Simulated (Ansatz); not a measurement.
# WC: a stacking-fault curve

The task, for WC: slide the crystal rigidly across a (0 0 1) plane.

Method: DFT r2SCAN, scalar-relativistic, plane waves, PAW, in Ansatz 0.2.0.

2 further runs of the same task are left out: 2 set aside as unsound or not needed. Runs told in other sessions of the task aren't counted.

**1. Starting point**

Symmetry: Fm-3m, No. 225, cubic system. Conventional cell: a = 4.365 Å, b = 4.365 Å, c = 4.365 Å, α = 90.00°, β = 90.00°, γ = 90.00°. W (site symmetry m-3m) has 6 C at 2.18 Å in its first shell of neighbours. Around C (site symmetry m-3m) lie 6 W at 2.18 Å.

Structure file:

```xyz
8
Lattice="-2.1824 -2.1824 0.0000 2.1824 -2.1824 0.0000 0.0000 0.0000 8.7297" Properties=species:S:1:pos:R:3 pbc="T T T"
W     0.0000   -2.1824    2.1824
W     0.0000    0.0000    4.3648
W     0.0000   -2.1824    6.5472
W     0.0000    0.0000    0.0000
C     0.0000    0.0000    2.1824
C     0.0000   -2.1824    4.3648
C     0.0000    0.0000    6.5472
C     0.0000   -2.1824    0.0000
```

It goes back to an entry of the Materials Project, which need not be the stable form.

It is built from the cell relaxed beforehand with the same method (10.39 Å³/atom).

**2. The reference: the undisturbed cell on the scan's mesh**

input.yaml

```yaml
crystal:
  lattice:
    - [-2.1824154782, -2.1824154782, 0.0]
    - [2.1824154782, -2.1824154782, 0.0]
    - [0.0, 0.0, 8.7296619126]
  atoms:
    - { symbol: W, position: [0.5, 0.5, 0.25] }
    - { symbol: W, position: [0.0, 0.0, 0.5] }
    - { symbol: W, position: [0.5, 0.5, 0.75] }
    - { symbol: W, position: [0.0, 0.0, 0.0] }
    - { symbol: C, position: [0.0, 0.0, 0.25] }
    - { symbol: C, position: [0.5, 0.5, 0.5] }
    - { symbol: C, position: [0.0, 0.0, 0.75] }
    - { symbol: C, position: [0.5, 0.5, 0.0] }
basis:
  ecutwfc: 500
kpoints:
  mp_grid: { grid: [19, 19, 7] }
hamiltonian:
  xc: r2scan
scf:
  occupations: { method: gaussian, width: 0.15 }
output:
  forces: true
  stress: true
  eigenvalues: true
  write_density: true
  write_potential: true
  elf: true
  volumetric_format: npy
```

Run with:

```
> ansatz run input.yaml --threads 2 --pin off --max-ram 5120MiB --backend cpu --events-out ev --progress --plain --runs-dir out
```

**3. The scan: a stacking-fault curve**

The cut lies on the cell's a–b face, a (0 0 1) plane of area 9.53 Å², between layers 2.18 Å apart (C, W below, C, W above); the cell is 8.7 Å thick. Vector c is tilted by f times 1·a + 0·b (length 3.086 Å) with the atoms' Cartesian places fixed: one unrelaxed fault per cell.

**4. At f = 0.200**

input.yaml

```yaml
crystal:
  lattice:
    - [-2.1824154782, -2.1824154782, 0.0]
    - [2.1824154782, -2.1824154782, 0.0]
    - [-0.4364830956, -0.4364830956, 8.7296619126]
  atoms:
    - { symbol: W, position: [0.475, 0.5, 0.125] }
    - { symbol: W, position: [-0.075, 0.0, 0.375] }
    - { symbol: W, position: [0.375, 0.5, 0.625] }
    - { symbol: W, position: [-0.175, 0.0, 0.875] }
    - { symbol: C, position: [-0.025, 0.0, 0.125] }
    - { symbol: C, position: [0.425, 0.5, 0.375] }
    - { symbol: C, position: [-0.125, 0.0, 0.625] }
    - { symbol: C, position: [0.325, 0.5, 0.875] }
basis:
  ecutwfc: 500
kpoints:
  mp_grid: { grid: [19, 19, 7] }
hamiltonian:
  xc: r2scan
scf:
  occupations: { method: gaussian, width: 0.15 }
output:
  forces: true
  stress: true
  eigenvalues: true
```

**5. f = 0.400**

input.yaml

```yaml
crystal:
  lattice:
    - [-2.1824154782, -2.1824154782, 0.0]
    - [2.1824154782, -2.1824154782, 0.0]
    - [-0.8729661913, -0.8729661913, 8.7296619126]
  atoms:
    - { symbol: W, position: [0.45, 0.5, 0.125] }
    - { symbol: W, position: [-0.15, 0.0, 0.375] }
    - { symbol: W, position: [0.25, 0.5, 0.625] }
    - { symbol: W, position: [-0.35, 0.0, 0.875] }
    - { symbol: C, position: [-0.05, 0.0, 0.125] }
    - { symbol: C, position: [0.35, 0.5, 0.375] }
    - { symbol: C, position: [-0.25, 0.0, 0.625] }
    - { symbol: C, position: [0.15, 0.5, 0.875] }
basis:
  ecutwfc: 500
kpoints:
  mp_grid: { grid: [19, 19, 7] }
hamiltonian:
  xc: r2scan
scf:
  occupations: { method: gaussian, width: 0.15 }
output:
  forces: true
  stress: true
  eigenvalues: true
  write_density: true
  write_potential: true
  elf: true
  volumetric_format: npy
```

**6. At f = 0.100**

input.yaml

```yaml
crystal:
  lattice:
    - [-2.1824154782, -2.1824154782, 0.0]
    - [2.1824154782, -2.1824154782, 0.0]
    - [-0.2182415478, -0.2182415478, 8.7296619126]
  atoms:
    - { symbol: W, position: [0.4875, 0.5, 0.125] }
    - { symbol: W, position: [-0.0375, 0.0, 0.375] }
    - { symbol: W, position: [0.4375, 0.5, 0.625] }
    - { symbol: W, position: [-0.0875, 0.0, 0.875] }
    - { symbol: C, position: [-0.0125, 0.0, 0.125] }
    - { symbol: C, position: [0.4625, 0.5, 0.375] }
    - { symbol: C, position: [-0.0625, 0.0, 0.625] }
    - { symbol: C, position: [0.4125, 0.5, 0.875] }
basis:
  ecutwfc: 500
kpoints:
  mp_grid: { grid: [19, 19, 7] }
hamiltonian:
  xc: r2scan
scf:
  occupations: { method: gaussian, width: 0.15 }
output:
  forces: true
  stress: true
  eigenvalues: true
```

**7. At f = 0.300**

input.yaml

```yaml
crystal:
  lattice:
    - [-2.1824154782, -2.1824154782, 0.0]
    - [2.1824154782, -2.1824154782, 0.0]
    - [-0.6547246435, -0.6547246435, 8.7296619126]
  atoms:
    - { symbol: W, position: [0.4625, 0.5, 0.125] }
    - { symbol: W, position: [-0.1125, 0.0, 0.375] }
    - { symbol: W, position: [0.3125, 0.5, 0.625] }
    - { symbol: W, position: [-0.2625, 0.0, 0.875] }
    - { symbol: C, position: [-0.0375, 0.0, 0.125] }
    - { symbol: C, position: [0.3875, 0.5, 0.375] }
    - { symbol: C, position: [-0.1875, 0.0, 0.625] }
    - { symbol: C, position: [0.2375, 0.5, 0.875] }
basis:
  ecutwfc: 500
kpoints:
  mp_grid: { grid: [19, 19, 7] }
hamiltonian:
  xc: r2scan
scf:
  occupations: { method: gaussian, width: 0.15 }
output:
  forces: true
  stress: true
  eigenvalues: true
```

**8. Point f = 0.500**

input.yaml

```yaml
crystal:
  lattice:
    - [-2.1824154782, -2.1824154782, 0.0]
    - [2.1824154782, -2.1824154782, 0.0]
    - [-1.0912077391, -1.0912077391, 8.7296619126]
  atoms:
    - { symbol: W, position: [0.4375, 0.5, 0.125] }
    - { symbol: W, position: [-0.1875, 0.0, 0.375] }
    - { symbol: W, position: [0.1875, 0.5, 0.625] }
    - { symbol: W, position: [-0.4375, 0.0, 0.875] }
    - { symbol: C, position: [-0.0625, 0.0, 0.125] }
    - { symbol: C, position: [0.3125, 0.5, 0.375] }
    - { symbol: C, position: [-0.3125, 0.0, 0.625] }
    - { symbol: C, position: [0.0625, 0.5, 0.875] }
basis:
  ecutwfc: 500
kpoints:
  mp_grid: { grid: [19, 19, 7] }
hamiltonian:
  xc: r2scan
scf:
  occupations: { method: gaussian, width: 0.15 }
output:
  forces: true
  stress: true
  eigenvalues: true
```

(Steps that only read results are left out.)

Before running it: what results should come out? Wanted: largest shear traction sampled.

As calculated:

| quantity | value |
| --- | --- |
| highest fault energy sampled | 2224 mJ/m² at f = 0.500 |
| largest shear traction sampled | 26.9 GPa |

What this shows: Of the points run, the one at f = 0.500 is highest, 2224 mJ/m². Nothing is relaxed, so these energies are upper bounds; letting the layers move apart would lower them. Spin-orbit coupling is left out for W.
